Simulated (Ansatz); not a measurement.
# C₂H₆O₂Si: basis-set convergence

An exercise on one series of results from a longer session: the logs are not shown, and one member is left open.

Program: Ansatz 0.2.0, Gaussian basis. Level of theory: one geometry, several basis sets. These are calculated values, not measurements.

Plan: PBE0-D4/def2-SVP; ωB97M-V/def2-SVP; PBE0-D4/def2-QZVPP; ωB97M-V/def2-QZVPP; the functionals' def2-TZVPP values are taken from earlier runs.

## Structure used throughout

An earlier PBE0-D4 in a triple-zeta def2 set relaxation fixed the geometry.

SMILES `CC(=O)O[SiH3]`, 11 atoms, charge 0, spin multiplicity 1.

Atoms are counted from 1 here; the program's logs count them from 0.

Bond lengths: C1–C2 1.494 Å, C1–H6 1.092 Å, C1–H7 1.087 Å, C1–H8 1.092 Å, C2–O3 1.204 Å, C2–O4 1.342 Å, O4–Si5 1.694 Å, Si5–H9 1.481 Å, Si5–H10 1.479 Å, Si5–H11 1.479 Å. Angles: C2–C1–H6 109.6°, C2–C1–H7 110.0°, C2–C1–H8 109.5°, H6–C1–H7 110.3°, H6–C1–H8 107.2°, H7–C1–H8 110.2°, C1–C2–O3 125.6°, C1–C2–O4 113.0°, O3–C2–O4 121.5°, C2–O4–Si5 116.2°, O4–Si5–H9 102.6°, O4–Si5–H10 110.7°, O4–Si5–H11 110.7°, H9–Si5–H10 110.4°, H9–Si5–H11 110.4°, H10–Si5–H11 111.7°.

Set-up of the first run:

Input file in.yaml:

```yaml
crystal:
  periodic: [false, false, false]
  atoms:
    - {symbol: C, position_ang: [0.050859, -1.633717, 1.098491]}
    - {symbol: C, position_ang: [0.118348, -0.658800, -0.031201]}
    - {symbol: O, position_ang: [0.387858, -0.927744, -1.173390]}
    - {symbol: O, position_ang: [-0.159156, 0.598498, 0.345474]}
    - {symbol: Si, position_ang: [-0.106432, 1.772353, -0.874146]}
    - {symbol: H, position_ang: [0.748108, -1.333457, 1.883020]}
    - {symbol: H, position_ang: [0.290881, -2.632180, 0.742631]}
    - {symbol: H, position_ang: [-0.950106, -1.618511, 1.534189]}
    - {symbol: H, position_ang: [-0.450090, 3.012998, -0.142504]}
    - {symbol: H, position_ang: [1.253934, 1.872156, -1.446433]}
    - {symbol: H, position_ang: [-1.118805, 1.491403, -1.915432]}
basis:
  gaussian: {orbitals: def2-SVP}
hamiltonian: {xc: pbe0, dispersion: d4}
output: {orbitals: {seedname: orbitals}}
```

Among the steps run: PBE0-D4 in def2-SVP; ωB97M-V in def2-SVP; PBE0-D4 in def2-QZVPP; ωB97M-V in def2-QZVPP.

One table of the session follows, with a row left open; its other results are not shown here.

It belongs to the step «Functionals by basis». 

| functional | basis | HOMO (eV) | LUMO (eV) |
| --- | --- | --- | --- |
| PBE0-D4 | def2-SVP | -8.18 | 0.10 |
| PBE0-D4 | def2-TZVPP | ? | ? |
| PBE0-D4 | def2-QZVPP | -8.31 | -0.11 |
| ωB97M-V | def2-SVP | -10.61 | 2.42 |
| ωB97M-V | def2-TZVPP | -10.73 | 1.80 |
| ωB97M-V | def2-QZVPP | -10.76 | 1.31 |

Estimate the missing values for PBE0-D4, def2-TZVPP.

The run gave: HOMO (eV): -8.28; LUMO (eV): -0.05. In the column «HOMO (eV)» it lies between PBE0-D4, def2-QZVPP (-8.31) and PBE0-D4, def2-SVP (-8.18).
